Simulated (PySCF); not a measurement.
The system is Cl3SiBr, in a box.

```xyz
5
Lattice="12.0000 0.0000 0.0000 0.0000 13.0000 0.0000 0.0000 0.0000 13.0000" Properties=species:S:1:pos:R:3 pbc="T T T"
Cl    4.9577    5.8552    8.1512
Si    5.8140    6.0303    6.3264
Cl    7.5011    4.9147    6.2704
Cl    4.5249    5.3632    4.9168
Br    6.3050    8.1273    5.9417
```

Base run:

* Program: PySCF 2.14.0
* Functional: PBE
* Potentials or basis: def2-svp (all-electron)
* k mesh: 1 × 1 × 1
* Occupations: fixed
* Spin: no spin polarisation

Its results: gap between the frontier levels 6.00 eV.

Problem. The run is repeated on the same cell with these changes: functional from PBE to TASK. What comes out?

Solution. Gap between the frontier levels 7.60 eV.

TASK gives the wider gap, since meta-GGAs in the generalised Kohn-Sham scheme recover part of the derivative discontinuity.

Caveats: this is a molecule in a periodic box at the Γ point, so its band gap is the HOMO-LUMO gap; relativity is left out, which matters for the heavier elements; the basis of atomic orbitals isn't converged, which shifts pressures, moduli and gaps.

